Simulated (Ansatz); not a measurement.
# H6OW: the cost of one run

Method: RHF/def2-TZVP, in Ansatz 0.2.0.

### 1 Starting point

Bond lengths: W1–H2 1.920 Å, W1–H3 1.920 Å, W1–H4 1.720 Å, W1–H5 1.720 Å, W1–H6 1.720 Å, W1–O7 1.940 Å, O7–H8 1.010 Å. Angles (14 of 16 angles, heavy atoms first): H2–W1–O7 150.2°, H3–W1–O7 119.8°, H4–W1–O7 90.0°, H5–W1–O7 90.0°, H6–W1–O7 90.0°, W1–O7–H8 109.5°, H2–W1–H3 30.5°, H2–W1–H4 90.0°, H2–W1–H5 119.8°, H2–W1–H6 90.0°, H3–W1–H4 90.0°, H3–W1–H5 150.2°, H3–W1–H6 90.0°, H4–W1–H5 90.0°.

Coordinates:

```xyz
8

W     0.0000    0.0000    0.0000
H     0.9528    0.0000    1.6669
H     1.6669    0.0000    0.9528
H     0.0000    1.7200    0.0000
H    -1.7200    0.0000    0.0000
H     0.0000   -1.7200    0.0000
O     0.0000    0.0000   -1.9400
H     0.5278    0.7924   -2.2771
```

### 2 Pulling towards end A

Springs on the bonds that form and break draw the guess towards this end; the thresholds are loose.

File input.yaml:

```yaml
crystal:
  periodic: [false, false, false]
  atoms:
    - { symbol: W, position_ang: [0.0, 0.0, 0.0] }
    - { symbol: H, position_ang: [0.9528, 0.0, 1.6669] }
    - { symbol: H, position_ang: [1.6669, 0.0, 0.9528] }
    - { symbol: H, position_ang: [0.0, 1.72, 0.0] }
    - { symbol: H, position_ang: [-1.72, 0.0, 0.0] }
    - { symbol: H, position_ang: [0.0, -1.72, 0.0] }
    - { symbol: O, position_ang: [0.0, 0.0, -1.94] }
    - { symbol: H, position_ang: [0.5278, 0.7924, -2.2771] }
basis:
  gaussian: { orbitals: def2-TZVP }
hamiltonian:
  xc: hf
relax:
  f_tol: 0.15
  max_steps: 25
  restrain:
    - { distance: [1, 2], at: 1.86, k: 30.0 }
    - { distance: [0, 1], at: 1.72, k: 30.0 }
    - { distance: [0, 2], at: 1.72, k: 30.0 }
output:
  orbitals: {}
```

On the command line:

```sh
ansatz run input.yaml --threads 2 --pin off --max-ram 3072MiB --backend cpu --events-out ev --progress --plain --runs-dir out
```

**Question.** How long does this run take on 2 threads of Intel Xeon Platinum 8259CL at 2.50GHz (Skylake/Cascade Lake), shared host, and how much memory does it need?

About 22 s, with a peak of 0.23 GiB.
